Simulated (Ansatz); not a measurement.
**ClGeH5O2Si: one species, many methods**

One table from this session's results is given with a row withheld; the runs are named, their logs left out.

The runs use Ansatz 0.2.0, Gaussian basis; functionals in def2-TZVPP, the program's frozen cores in correlated methods.

Levels to be run: LDA (SPW92), PBE-D4, revPBE-D4, BLYP-D4, r2SCAN-D4, B97M-V, PBE0-D4, B3LYP-D4, r2SCANh-D4, r2SCAN0-D4, HSE06-D4, BHLYP-D4, CAM-B3LYP-D4, LC-ωPBE, ωB97X-V, ωB97M-V, B2PLYP, PBE-QIDH; CCSD(T)/def2-SVP; CCSD(T)/def2-TZVPP; MP2/def2-QZVPP; extrapolation to the limit; RPA on PBE.

## Structure used throughout

An earlier PBE0-D4 in a triple-zeta def2 set relaxation fixed the geometry.

SMILES `[OH][GeH2][SiH](O)Cl`, 10 atoms, charge 0, spin multiplicity 1.

Atoms are counted from 1 here; the program's logs count them from 0.

Bond lengths: O1–Ge2 1.807 Å, O1–H6 0.959 Å, Ge2–Si3 2.387 Å, Ge2–H7 1.541 Å, Ge2–H8 1.543 Å, Si3–O4 1.632 Å, Si3–Cl5 2.059 Å, Si3–H9 1.478 Å, O4–H10 0.967 Å. Angles: Ge2–O1–H6 114.9°, O1–Ge2–Si3 94.0°, O1–Ge2–H7 109.0°, O1–Ge2–H8 108.8°, Si3–Ge2–H7 117.0°, Si3–Ge2–H8 117.5°, H7–Ge2–H8 109.0°, Ge2–Si3–O4 102.8°, Ge2–Si3–Cl5 108.9°, Ge2–Si3–H9 117.7°, O4–Si3–Cl5 112.3°, O4–Si3–H9 109.1°, Cl5–Si3–H9 106.1°, Si3–O4–H10 113.5°.

The first run:

Input file in.yaml:

```yaml
crystal:
  periodic: [false, false, false]
  atoms:
    - {symbol: O, position_ang: [-0.565654, 0.576937, -1.560314]}
    - {symbol: Ge, position_ang: [0.558013, -0.641289, -0.840891]}
    - {symbol: Si, position_ang: [-0.012239, -0.085732, 1.409073]}
    - {symbol: O, position_ang: [-1.346906, 0.836428, 1.227146]}
    - {symbol: Cl, position_ang: [1.547605, 0.958489, 2.254150]}
    - {symbol: H, position_ang: [-0.491102, 0.684394, -2.510197]}
    - {symbol: H, position_ang: [1.996555, -0.327437, -1.295228]}
    - {symbol: H, position_ang: [0.164241, -2.044171, -1.349852]}
    - {symbol: H, position_ang: [-0.313359, -1.196240, 2.336149]}
    - {symbol: H, position_ang: [-1.453954, 1.187322, 0.332864]}
basis:
  gaussian: {orbitals: def2-TZVPP}
hamiltonian: {xc: lda}
output: {orbitals: {seedname: orbitals}}
```

Among the steps run: LDA; PBE-D4 (GGA); revPBE-D4 (GGA); BLYP-D4 (GGA); r2SCAN-D4 (meta-GGA); B97M-V (meta-GGA); PBE0-D4 (hybrid); B3LYP-D4 (hybrid); r2SCANh-D4 (hybrid); r2SCAN0-D4 (hybrid); HSE06-D4 (hybrid); BHLYP-D4 (hybrid); CAM-B3LYP-D4 (range-separated); LC-ωPBE-D4 (range-separated; the results give it without D4); ωB97X-V (range-separated); ωB97M-V (range-separated); B2PLYP (double hybrid); PBE-QIDH (double hybrid).

One table of the session follows, with a row left open; its other results are not shown here.

It belongs to the step «Frontier levels by functional». 

| functional | HOMO (eV) | gap (eV) |
| --- | --- | --- |
| LDA (SPW92) | -6.94 | 5.02 |
| PBE-D4 | -6.83 | 5.16 |
| revPBE-D4 | -6.78 | 5.24 |
| BLYP-D4 | -6.71 | 5.16 |
| r2SCAN-D4 | -7.13 | 5.76 |
| B97M-V | -7.23 | 5.72 |
| PBE0-D4 | -8.05 | 7.22 |
| B3LYP-D4 | ? | ? |
| r2SCANh-D4 | -7.58 | 6.49 |
| r2SCAN0-D4 | -8.24 | 7.58 |
| HSE06-D4 | -7.66 | 6.46 |
| BHLYP-D4 | -9.18 | 9.20 |
| CAM-B3LYP-D4 | -9.35 | 9.51 |
| LC-ωPBE | -10.65 | 12.00 |
| ωB97X-V | -10.32 | 11.51 |
| ωB97M-V | -10.12 | 11.04 |

Estimate the missing values for B3LYP-D4.

Worked estimate for «HOMO (eV)». Against the share of exact exchange, BLYP-D4 (0, -6.71), BHLYP-D4 (0.5, -9.18) give a slope of -4.94 per unit share; at 0.2 the line stands at -7.70.

The run gave: HOMO (eV): -7.85; gap (eV): 6.80. In «HOMO (eV)» the line misses by +0.15.
